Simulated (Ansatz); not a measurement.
# CH₄OSSi: basis-set convergence

One table from this session's results is given with a row withheld; the runs are named, their logs left out.

Program: Ansatz 0.2.0, Gaussian basis. Level of theory: one geometry, several basis sets. These are calculated values, not measurements.

The runs, in order: PBE0-D4/def2-SVP; ωB97M-V/def2-SVP; PBE0-D4/def2-QZVPP; ωB97M-V/def2-QZVPP; the functionals' def2-TZVPP values are taken from earlier runs.

### The geometry

All runs share one geometry, relaxed beforehand with PBE0-D4 in a triple-zeta def2 set.

SMILES `SC1O[SiH2]1`, 8 atoms, charge 0, spin multiplicity 1.

Atoms are counted from 1 here; the program's logs count them from 0.

Bond lengths: S1–C2 1.769 Å, S1–H5 1.347 Å, C2–O3 1.471 Å, C2–Si4 1.812 Å, C2–H6 1.087 Å, O3–Si4 1.661 Å, Si4–H7 1.478 Å, Si4–H8 1.476 Å. Angles: C2–S1–H5 97.7°, S1–C2–O3 117.1°, S1–C2–Si4 120.7°, S1–C2–H6 114.2°, O3–C2–Si4 59.7°, O3–C2–H6 111.5°, Si4–C2–H6 121.1°, C2–O3–Si4 70.4°, C2–Si4–O3 49.9°, C2–Si4–H7 121.6°, C2–Si4–H8 121.2°, O3–Si4–H7 117.0°, O3–Si4–H8 117.6°, H7–Si4–H8 113.9°.

Set-up of the first run:

Input file in.yaml:

```yaml
crystal:
  periodic: [false, false, false]
  atoms:
    - {symbol: S, position_ang: [-1.899691, 0.185846, -0.412855]}
    - {symbol: C, position_ang: [-0.339563, 0.201934, 0.420612]}
    - {symbol: O, position_ang: [0.758503, 0.934634, -0.228515]}
    - {symbol: Si, position_ang: [1.081260, -0.694007, -0.257939]}
    - {symbol: H, position_ang: [-2.281380, 1.439895, -0.104110]}
    - {symbol: H, position_ang: [-0.402715, 0.435843, 1.480536]}
    - {symbol: H, position_ang: [2.177998, -1.176803, 0.606759]}
    - {symbol: H, position_ang: [0.997789, -1.384540, -1.560188]}
basis:
  gaussian: {orbitals: def2-SVP}
hamiltonian: {xc: pbe0, dispersion: d4}
output: {orbitals: {seedname: orbitals}}
```

The run is started by

```sh
$ ansatz run in.yaml --threads 2 --pin off --events-out ev --progress --plain --max-ram 4352MiB
```

Steps of the session up to this table: PBE0-D4 in def2-SVP; ωB97M-V in def2-SVP; PBE0-D4 in def2-QZVPP; ωB97M-V in def2-QZVPP.

One of the session's tables, all rows but one given; the rest of the session is left out.

It belongs to the step «Functionals by basis». 

```
functional       basis  HOMO (eV)
   PBE0-D4    def2-SVP          ?
   PBE0-D4  def2-TZVPP      -7.22
   PBE0-D4  def2-QZVPP      -7.26
   ωB97M-V    def2-SVP      -9.30
   ωB97M-V  def2-TZVPP      -9.44
   ωB97M-V  def2-QZVPP      -9.49
```

Estimate the missing values for PBE0-D4, def2-SVP.

The run gave: HOMO (eV): -7.10. In the column «HOMO (eV)» it is the highest.
